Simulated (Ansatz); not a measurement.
# TaAl3: the cost of one run

Method: DFT PBEsol, scalar-relativistic, plane waves, PAW, in Ansatz 0.2.0.

16 further runs of the same task are left out: 16 set aside as unsound or not needed.

### 1 Starting point

It takes space group I4/mmm (No. 139, tetragonal). Conventional cell: a = 3.829 Å, b = 3.829 Å, c = 8.503 Å, α = 90.00°, β = 90.00°, γ = 90.00°. Ta (site symmetry 4/mmm) has 12 Al at 2.71 to 2.86 Å as nearest neighbours. Al (site symmetry 4/mmm) is surrounded by 4 Ta at 2.71 Å and 8 Al at 2.86 Å. Around Al (site symmetry -4m2) lie 8 Al at 2.71 to 2.86 Å and 4 Ta at 2.86 Å.

Structure file:

```
Ta Al
1.0
    -1.91456    1.91456    4.25149
     1.91456   -1.91456    4.25149
     1.91456    1.91456   -4.25149
Ta Al
1 3
Direct
  0.50000 0.50000 0.00000
  0.00000 0.00000 0.00000
  0.75000 0.25000 0.50000
  0.25000 0.75000 0.50000
```

This cell was relaxed beforehand with the same method: volume 15.58 Å³/atom, gap on the mesh none (metal).

### 2 What is varied

The energy is mapped over volume and the cell's shape.

The axes are (1) volume per atom: 7 values from 13.09 to 18.08 Å³; (2) c/a of the conventional cell: 7 values from 1.968 to 2.505.

Nothing else is relaxed (symmetry fixes all fractional coordinates). Energies count from the relaxed crystal. Points are written as (first, second).

### 3 Grid point (17.25 Å³, 1.968)

Contents of input.yaml:

```yaml
crystal:
  lattice:
    - [-2.0615395695, 2.0615395695, 4.0579344886]
    - [2.0615395695, -2.0615395695, 4.0579344886]
    - [2.0615395695, 2.0615395695, -4.0579344886]
  atoms:
    - { symbol: Ta, position: [0.5, 0.5, 0.0] }
    - { symbol: Al, position: [0.0, 0.0, 0.0] }
    - { symbol: Al, position: [0.75, 0.25, 0.5] }
    - { symbol: Al, position: [0.25, 0.75, 0.5] }
basis:
  ecutwfc: 420
kpoints:
  mp_grid: { grid: [16, 16, 16] }
hamiltonian:
  xc: pbesol
scf:
  occupations: { method: gaussian, width: 0.15 }
output:
  forces: true
  stress: true
  eigenvalues: true
```

Command:

```bash
$ ansatz run input.yaml --threads 2 --pin off --max-ram 4096MiB --backend cpu --events-out ev --progress --plain --runs-dir out
```

**Question.** How long does this run take on 2 threads of Arm Neoverse V2, shared host, and how much memory does it need?

About 9.9 s, with a peak of 0.57 GiB.
